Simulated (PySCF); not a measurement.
# AsH8NSi2: the cost of one run

The runs use PySCF 2.14.0, with density-fitted response routines of our own; the level of theory stands in each step. All values are computed, except where a source is named. Atoms count from 0, in the outputs and in this text.

## Step 1: Starting geometry

12 atoms, charge 0, multiplicity 1; geometry from: GFN2-xTB. The atoms were then displaced at random by about 0.01 Å, so the start is not that level's minimum.

Bonds of the start (Å): N0–Si1 1.73, Si1–As2 2.36, As2–Si3 2.29, N0–H4 1.02, N0–H5 1.02, Si1–H6 1.48, Si1–H7 1.46, As2–H8 1.49, Si3–H9 1.50, Si3–H10 1.46, Si3–H11 1.48.

## Step 2: Optimising the geometry at PBE0-D3(BJ)/def2-SVP

Job settings and geometry (Å):

```
{"job": {"xc": "PBE0", "basis": "def2-SVP", "d3": "d3bj", "grid": 1, "shake": 0.01, "kind": "geom"}, "charge": 0, "multiplicity": 1}
N      2.098070     0.464940     0.787440
Si     1.233610    -0.755360    -0.089930
As    -0.519750     0.071780    -1.430180
Si    -1.968630     0.500250     0.285450
H      1.574650     0.974730     1.496730
H      2.627940     1.151930     0.254870
H      2.292400    -1.366780    -0.920590
H      0.836750    -1.684670     0.958710
H     -1.058820    -1.292710    -1.673000
H     -3.354140     0.723680    -0.234880
H     -1.609370     1.728560     0.995820
H     -2.113010    -0.544620     1.325250
```

Started as:

```bash
OMP_NUM_THREADS=1 python probes_run.py task.json out
```

This one command runs all jobs of the session in turn.

Q: Estimate the wall time and peak memory of this first job on 1 thread of Arm Neoverse V1, shared host.

About 68 s, with a peak of 0.53 GiB.
